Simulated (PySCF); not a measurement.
# CuSH (SMILES [SH][Cu]): levels of theory compared

Aim: a comparison of 6 runs (HF/def2-SVP, B3LYP/6-31G*, PBE0/def2-SVP, wB97X/def2-SVPD, BP86/def2-TZVP, TPSS/def2-TZVP) of CuSH. The job is set up through a Python script.

Program for the calculation: PySCF 2.14.0.

**1. The structure to begin with**

CuSH has 3 atoms, charge 0, and is taken as a singlet. SMILES: `[SH][Cu]`. Geometry: relaxed at PBE0-D4/def2-TZVP.

Bond lengths: S1–Cu2 2.117 Å, S1–H3 1.346 Å. Angles: Cu2–S1–H3 93.6°.

**2. Energy and forces at HF/def2-SVP (run 1)**

Contents of job.py:

```python
import pyscf.grad
from pyscf import gto, scf

mol = gto.M(
    atom='''
S     -0.967351     1.078089    -0.435204
Cu     2.474596     0.144564     1.378744
H     -1.527655    -1.345107    -0.968674
''',
    max_memory=1860,
    verbose=4,
    basis='def2-svp',
    unit='bohr',
)

calc0 = scf.RHF(mol)
calc0.conv_tol = 1e-10
calc0.kernel()
if not calc0.converged:
    calc0 = calc0.newton().run(calc0.mo_coeff, calc0.mo_occ)

e_final = calc0.e_tot
print(f'total energy: {e_final:.8f} hartree')
grad = calc0.Gradients().kernel()
calc0.analyze()
```

Launch:

```bash
$ OMP_NUM_THREADS=1 python job.py
```

Log:

```text
PySCF version 2.14.0

[INPUT] num. atoms = 3
[INPUT] num. electrons = 46
[INPUT] charge = 0
[INPUT] spin (= nelec alpha-beta = 2S) = 0
[INPUT] symmetry False subgroup None
[INPUT] Mole.unit = bohr
[INPUT] Symbol           X                Y                Z      unit          X                Y                Z       unit  Magmom
[INPUT]  1 S     -0.511900104161   0.570500130144  -0.230300038901 AA   -0.967351000000   1.078089000000  -0.435204000000 Bohr   0.0
[INPUT]  2 Cu     1.309499809434   0.076499974319   0.729599904493 AA    2.474596000000   0.144564000000   1.378744000000 Bohr   0.0
[INPUT]  3 H     -0.808400212148  -0.711799970649  -0.512600205611 AA   -1.527655000000  -1.345107000000  -0.968674000000 Bohr   0.0

[... 65 lines left out ...]
Two-electron Energy =                  931.711929398852021
[... 9 lines left out ...]
MO #6   energy= -35.6460984925769  occ= 2
[... 7 lines left out ...]
MO #14  energy= -3.34498038856201  occ= 2
[... 7 lines left out ...]
MO #22  energy= -0.334214132467253 occ= 2
[... 7 lines left out ...]
MO #30  energy= 0.62327895936239   occ= 0
[... 7 lines left out ...]
MO #38  energy= 1.26210517312167   occ= 0
[... 7 lines left out ...]
MO #46  energy= 1.92826487603012   occ= 0
[... 7 lines left out ...]
MO #54  energy= 6.33224439119808   occ= 0
[... 60 lines left out ...]
Dipole moment(X, Y, Z, Debye):  4.91589, -2.06456,  2.52310
```

It took 3.3 s on 1 thread of Intel Xeon at 2.70GHz, shared host; peak memory 0.13 GiB.

**3. Energy and gradient at B3LYP/6-31G(d) (spherical functions) (run 2)**

Contents of calc.py:

```python
from pyscf import gto, dft

mol = gto.Mole()
mol.atom = '''
S   -0.511900   0.570500  -0.230300
Cu   1.309500   0.076500   0.729600
H   -0.808400  -0.711800  -0.512600
'''
mol.basis = '6-31g*'
mol.spin = 0
mol.charge = 0
mol.max_memory = 1860
mol.verbose = 4
mol.build()

ks = dft.RKS(mol, xc='b3lyp')
ks.conv_tol = 1e-10
ks.grids.level = 5
ks.kernel()
if not ks.converged:
    ks = ks.newton().run(ks.mo_coeff, ks.mo_occ)

energy = ks.e_tot
print('E(%s) = %.9f' % ('B3LYP', energy))
grad = ks.nuc_grad_method().kernel()
ks.analyze()
```

Launch:

```bash
$ OMP_NUM_THREADS=1 python calc.py
```

Log:

```text
PySCF version 2.14.0

[INPUT] num. atoms = 3
[INPUT] num. electrons = 46
[INPUT] charge = 0
[INPUT] spin (= nelec alpha-beta = 2S) = 0
[INPUT] symmetry False subgroup None
[INPUT] Mole.unit = angstrom
[INPUT] Symbol           X                Y                Z      unit          X                Y                Z       unit  Magmom
[INPUT]  1 S     -0.511900000000   0.570500000000  -0.230300000000 AA   -0.967350803165   1.078088754064  -0.435203926487 Bohr   0.0
[INPUT]  2 Cu     1.309500000000   0.076500000000   0.729600000000 AA    2.474596360118   0.144564048529   1.378744180483 Bohr   0.0
[INPUT]  3 H     -0.808400000000  -0.711800000000  -0.512600000000 AA   -1.527654599098  -1.345107055465  -0.968673611452 Bohr   0.0

[... 84 lines left out ...]
Two-electron Energy =                  927.619020809272001
[... 9 lines left out ...]
MO #6   energy= -33.9820856415578  occ= 2
[... 7 lines left out ...]
MO #14  energy= -2.74116324824931  occ= 2
[... 7 lines left out ...]
MO #22  energy= -0.213160320277703 occ= 2
[... 7 lines left out ...]
MO #30  energy= 0.218590942779037  occ= 0
[... 7 lines left out ...]
MO #38  energy= 0.793085584388374  occ= 0
[... 7 lines left out ...]
MO #46  energy= 2.04251394677944   occ= 0
[... 7 lines left out ...]
MO #54  energy= 2.52897067308758   occ= 0
[... 60 lines left out ...]
Dipole moment(X, Y, Z, Debye):  3.24430, -1.64808,  1.63874
```

Run time: 22 s. Hardware: 1 thread of Intel Xeon at 2.70GHz, shared host; peak memory 0.55 GiB.

Run 3 isn't shown in full; the table further down has it.

**4. Energy and gradient at wB97X/def2-SVPD (run 4)**

Contents of job.py:

```python
from pyscf import gto, dft

mol = gto.Mole()
mol.atom = 'S -0.511900 0.570500 -0.230300; Cu 1.309500 0.076500 0.729600; H -0.808400 -0.711800 -0.512600'
mol.basis = 'def2-svpd'
mol.charge = 0
mol.max_memory = 1860
mol.spin = 0
mol.verbose = 4
mol.build()

mf = dft.RKS(mol, xc='wb97x')
mf.grids.level = 5
mf.conv_tol = 1e-10
mf.kernel()
if not mf.converged:
    mf = mf.newton().run(mf.mo_coeff, mf.mo_occ)

e_tot = mf.e_tot
print('E = %.10f Eh' % e_tot)
grad = mf.nuc_grad_method().kernel()
mf.analyze()
```

Launch:

```bash
$ OMP_NUM_THREADS=1 python job.py
```

Log:

```text
PySCF version 2.14.0

[INPUT] num. atoms = 3
[INPUT] num. electrons = 46
[INPUT] charge = 0
[INPUT] spin (= nelec alpha-beta = 2S) = 0
[INPUT] symmetry False subgroup None
[INPUT] Mole.unit = angstrom
[INPUT] Symbol           X                Y                Z      unit          X                Y                Z       unit  Magmom
[INPUT]  1 S     -0.511900000000   0.570500000000  -0.230300000000 AA   -0.967350803165   1.078088754064  -0.435203926487 Bohr   0.0
[INPUT]  2 Cu     1.309500000000   0.076500000000   0.729600000000 AA    2.474596360118   0.144564048529   1.378744180483 Bohr   0.0
[INPUT]  3 H     -0.808400000000  -0.711800000000  -0.512600000000 AA   -1.527654599098  -1.345107055465  -0.968673611452 Bohr   0.0

[... 80 lines left out ...]
One-electron Energy =                -3093.380456827028411
[... 10 lines left out ...]
MO #6   energy= -34.0937478787048  occ= 2
[... 8 lines left out ...]
MO #15  energy= -0.799466861524182 occ= 2
[... 8 lines left out ...]
MO #24  energy= -0.0211346677675621 occ= 0
[... 8 lines left out ...]
MO #33  energy= 0.228806684383256  occ= 0
[... 8 lines left out ...]
MO #42  energy= 0.432214731236911  occ= 0
[... 8 lines left out ...]
MO #51  energy= 1.02538909763925   occ= 0
[... 8 lines left out ...]
MO #60  energy= 1.83323351636639   occ= 0
[... 8 lines left out ...]
MO #69  energy= 5.8928958136803    occ= 0
[... 75 lines left out ...]
Dipole moment(X, Y, Z, Debye):  4.22763, -1.72738,  2.17430
```

Run time: 26 s. Hardware: 1 thread of Intel Xeon at 2.70GHz, shared host; peak memory 0.67 GiB.

Run 5 isn't shown in full; the table further down has it.

**5. Energy and gradient at TPSS/def2-TZVP (run 6)**

Contents of calc.py:

```python
# [SH][Cu]
from pyscf import gto, dft

molecule = gto.M(
    atom=[
    ('S', (-0.511900, 0.570500, -0.230300)),
    ('Cu', (1.309500, 0.076500, 0.729600)),
    ('H', (-0.808400, -0.711800, -0.512600)),
],
    basis='def2-tzvp',
    max_memory=1860,
    verbose=4,
)

mf = dft.RKS(molecule, xc='tpss')
mf.grids.level = 5
mf.conv_tol = 1e-10
mf.kernel()
if not mf.converged:
    mf = mf.newton().run(mf.mo_coeff, mf.mo_occ)

e_final = mf.e_tot
print('E(%s) = %.9f' % ('TPSS', e_final))
grad = mf.nuc_grad_method().kernel()
mf.analyze()
```

Launch:

```bash
$ OMP_NUM_THREADS=1 python calc.py
```

Log:

```text
PySCF version 2.14.0

[INPUT] num. atoms = 3
[INPUT] num. electrons = 46
[INPUT] charge = 0
[INPUT] spin (= nelec alpha-beta = 2S) = 0
[INPUT] symmetry False subgroup None
[INPUT] Mole.unit = angstrom
[INPUT] Symbol           X                Y                Z      unit          X                Y                Z       unit  Magmom
[INPUT]  1 S     -0.511900000000   0.570500000000  -0.230300000000 AA   -0.967350803165   1.078088754064  -0.435203926487 Bohr   0.0
[INPUT]  2 Cu     1.309500000000   0.076500000000   0.729600000000 AA    2.474596360118   0.144564048529   1.378744180483 Bohr   0.0
[INPUT]  3 H     -0.808400000000  -0.711800000000  -0.512600000000 AA   -1.527654599098  -1.345107055465  -0.968673611452 Bohr   0.0

[... 95 lines left out ...]
MO #4   energy= -33.6329010704806  occ= 2
[... 11 lines left out ...]
MO #16  energy= -0.351656310143646 occ= 2
[... 11 lines left out ...]
MO #28  energy= 0.0827546978780482 occ= 0
[... 11 lines left out ...]
MO #40  energy= 0.444548704250096  occ= 0
[... 11 lines left out ...]
MO #52  energy= 1.44076111388765   occ= 0
[... 11 lines left out ...]
MO #64  energy= 1.94638869690327   occ= 0
[... 11 lines left out ...]
MO #76  energy= 3.59984659378281   occ= 0
[... 11 lines left out ...]
MO #88  energy= 18.5199688245734   occ= 0
[... 94 lines left out ...]
Dipole moment(X, Y, Z, Debye):  3.02821, -1.46352,  1.53649
```

Run time: 36 s. Hardware: 1 thread of Intel Xeon at 2.70GHz, shared host; peak memory 0.88 GiB.

**6. All runs side by side**

| run | level | integration grid | energy (Eh) | dipole moment (D) | HOMO energy (eV) | LUMO energy (eV) | wall time |
| --- | --- | --- | --- | --- | --- | --- | --- |
| 1 | HF/def2-SVP | – | -2036.705829 | 5.90 | -8.37 | 0.38 | 3.3 s |
| 2 | B3LYP/6-31G* (spherical functions) | 5 | -2039.019213 | 3.99 | -5.61 | -2.67 | 22 s |
| 3 | PBE0/def2-SVP | 5 | -2038.572912 | 4.43 | -5.83 | -2.08 | 14 s |
| 4 | wB97X/def2-SVPD | 5 | -2039.008484 | 5.06 | -8.49 | -0.58 | 26 s |
| 5 | BP86/def2-TZVP | 5 | -2039.652002 | 3.40 | -5.26 | -3.53 | 21 s |
| 6 | TPSS/def2-TZVP | 5 | -2039.403558 | 3.70 | -5.13 | -3.22 | 36 s |

**7. What came out**

| quantity | value |
| --- | --- |
| run 6: total energy | -2039.40356 Eh |
| run 6: dipole moment | 3.70 D |
| run 6: HOMO energy | -5.13 eV |
| run 6: LUMO energy | -3.22 eV |
| run 6: HOMO–LUMO gap | 1.91 eV |
| run 6: largest force on an atom | 0.197 eV/Å |

The dipole moment (its size) runs from 3.40 D (BP86/def2-TZVP) to 5.90 D (HF/def2-SVP). The two ends differ in method and basis. The HOMO–LUMO gap runs from 1.73 eV (BP86/def2-TZVP) to 8.75 eV (HF/def2-SVP). Totals of different functionals can't be ranked against each other. All runs together took 2 min, the longest 36 s.
